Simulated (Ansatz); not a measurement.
# C₃H₇Al: how energies converge with the basis set

An exercise on one series of results from a longer session: the logs are not shown, and one member is left open.

Method: one geometry, several basis sets; program: Ansatz 0.2.0, Gaussian basis.

Levels to be run: PBE0-D4/def2-SVP; ωB97M-V/def2-SVP; PBE0-D4/def2-QZVPP; ωB97M-V/def2-QZVPP; the functionals' def2-TZVPP values are taken from earlier runs.

## The relaxed structure

The geometry comes from an earlier relaxation with PBE0-D4 in a triple-zeta def2 set; it is a stationary point, not always the lowest conformer.

SMILES `C=[C](C)[AlH2]`, 11 atoms, charge 0, spin multiplicity 1.

Atoms are counted from 1 here; the program's logs count them from 0.

Bond lengths: C1–C2 1.338 Å, C1–H5 1.087 Å, C1–H6 1.091 Å, C2–C3 1.501 Å, C2–Al4 1.947 Å, C3–H7 1.095 Å, C3–H8 1.095 Å, C3–H9 1.095 Å, Al4–H10 1.588 Å, Al4–H11 1.590 Å. Angles: C2–C1–H5 122.1°, C2–C1–H6 122.2°, H5–C1–H6 115.7°, C1–C2–C3 120.8°, C1–C2–Al4 114.8°, C3–C2–Al4 124.4°, C2–C3–H7 111.2°, C2–C3–H8 111.3°, C2–C3–H9 112.0°, H7–C3–H8 106.0°, H7–C3–H9 108.0°, H8–C3–H9 108.0°, C2–Al4–H10 117.3°, C2–Al4–H11 121.7°, H10–Al4–H11 121.0°.

Set-up of the first run:

Contents of in.yaml:

```yaml
crystal:
  periodic: [false, false, false]
  atoms:
    - {symbol: C, position_ang: [-0.296458, 1.447305, -0.049378]}
    - {symbol: C, position_ang: [-0.041495, 0.136769, 0.040121]}
    - {symbol: C, position_ang: [-0.369058, -0.625223, 1.290737]}
    - {symbol: Al, position_ang: [0.765587, -0.649334, -1.548308]}
    - {symbol: H, position_ang: [-0.068427, 2.020355, -0.944709]}
    - {symbol: H, position_ang: [-0.746046, 2.009614, 0.770768]}
    - {symbol: H, position_ang: [-1.068687, -1.441701, 1.085877]}
    - {symbol: H, position_ang: [0.524447, -1.093365, 1.715603]}
    - {symbol: H, position_ang: [-0.812991, 0.016732, 2.058452]}
    - {symbol: H, position_ang: [1.035283, 0.314463, -2.781511]}
    - {symbol: H, position_ang: [1.143244, -2.192614, -1.617152]}
basis:
  gaussian: {orbitals: def2-SVP}
hamiltonian: {xc: pbe0, dispersion: d4}
output: {orbitals: {seedname: orbitals}}
```

Started as:

```bash
> ansatz run in.yaml --threads 2 --pin off --events-out ev --progress --plain --max-ram 4352MiB
```

Steps of the session up to this table: PBE0-D4 in def2-SVP; ωB97M-V in def2-SVP; PBE0-D4 in def2-QZVPP; ωB97M-V in def2-QZVPP.

One of the session's tables, all rows but one given; the rest of the session is left out.

It belongs to the step «Functionals by basis». 

```
functional       basis  HOMO (eV)  LUMO (eV)
   PBE0-D4    def2-SVP      -7.61      -1.51
   PBE0-D4  def2-TZVPP          ?          ?
   PBE0-D4  def2-QZVPP      -7.65      -1.58
   ωB97M-V    def2-SVP      -9.80       0.23
   ωB97M-V  def2-TZVPP      -9.86       0.11
   ωB97M-V  def2-QZVPP      -9.86      -0.03
```

Estimate the missing values for PBE0-D4, def2-TZVPP.

The run gave: HOMO (eV): -7.65; LUMO (eV): -1.55.
